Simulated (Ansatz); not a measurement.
# CH6BNSi: the cost of one run

All numbers below are computed with Ansatz 0.2.0 (RHF/def2-SVP).

### Step 1. The starting structure

Bond lengths: C1–N2 1.246 Å, N2–B3 1.324 Å, B3–Si4 1.972 Å, C1–H5 1.086 Å, C1–H6 1.086 Å, B3–H7 1.172 Å, Si4–H8 1.473 Å, Si4–H9 1.473 Å, Si4–H10 1.472 Å. Angles: C1–N2–B3 175.8°, N2–C1–H5 121.5°, N2–C1–H6 121.4°, H5–C1–H6 117.0°, N2–B3–Si4 118.6°, N2–B3–H7 119.1°, Si4–B3–H7 122.3°, B3–Si4–H8 112.7°, B3–Si4–H9 112.6°, B3–Si4–H10 115.0°, H8–Si4–H9 105.5°, H8–Si4–H10 105.2°, H9–Si4–H10 105.1°.

As a file:

```xyz
10

C    -0.3810    1.9121   -0.9832
N    -0.5251    0.7021   -0.7248
B    -0.6069   -0.5753   -0.3846
Si    0.6210   -1.2644    0.9958
H     0.2972    2.2498   -1.7613
H    -0.9366    2.6758   -0.4468
H    -1.4050   -1.2549   -0.9093
H     1.4730   -2.3604    0.5026
H    -0.0914   -1.8149    2.1620
H     1.5549   -0.2700    1.5498
```

### Step 2. Relaxing the start

File input.yaml:

```yaml
crystal:
  periodic: [false, false, false]
  atoms:
    - { symbol: C, position_ang: [-0.38102, 1.9121, -0.98325] }
    - { symbol: "N", position_ang: [-0.52514, 0.70213, -0.72476] }
    - { symbol: B, position_ang: [-0.60694, -0.57525, -0.38463] }
    - { symbol: Si, position_ang: [0.62101, -1.26436, 0.99576] }
    - { symbol: H, position_ang: [0.29724, 2.2498, -1.76131] }
    - { symbol: H, position_ang: [-0.9366, 2.6758, -0.44683] }
    - { symbol: H, position_ang: [-1.40501, -1.2549, -0.90934] }
    - { symbol: H, position_ang: [1.47298, -2.36036, 0.50255] }
    - { symbol: H, position_ang: [-0.09144, -1.81494, 2.16202] }
    - { symbol: H, position_ang: [1.55492, -0.27, 1.5498] }
basis:
  gaussian: { orbitals: def2-SVP }
hamiltonian:
  xc: hf
relax:
  f_tol: 0.02
  max_steps: 40
scf:
  lower_state_search: "off"
```

The run is started by

```
> ansatz run input.yaml --threads 1 --pin off --max-ram 2048MiB --backend cpu --events-out ev --progress --plain --runs-dir out
```

Q: Estimate wall time and peak memory on 1 thread of Arm Neoverse V2, shared host.

About 16 s, with a peak of 0.15 GiB.
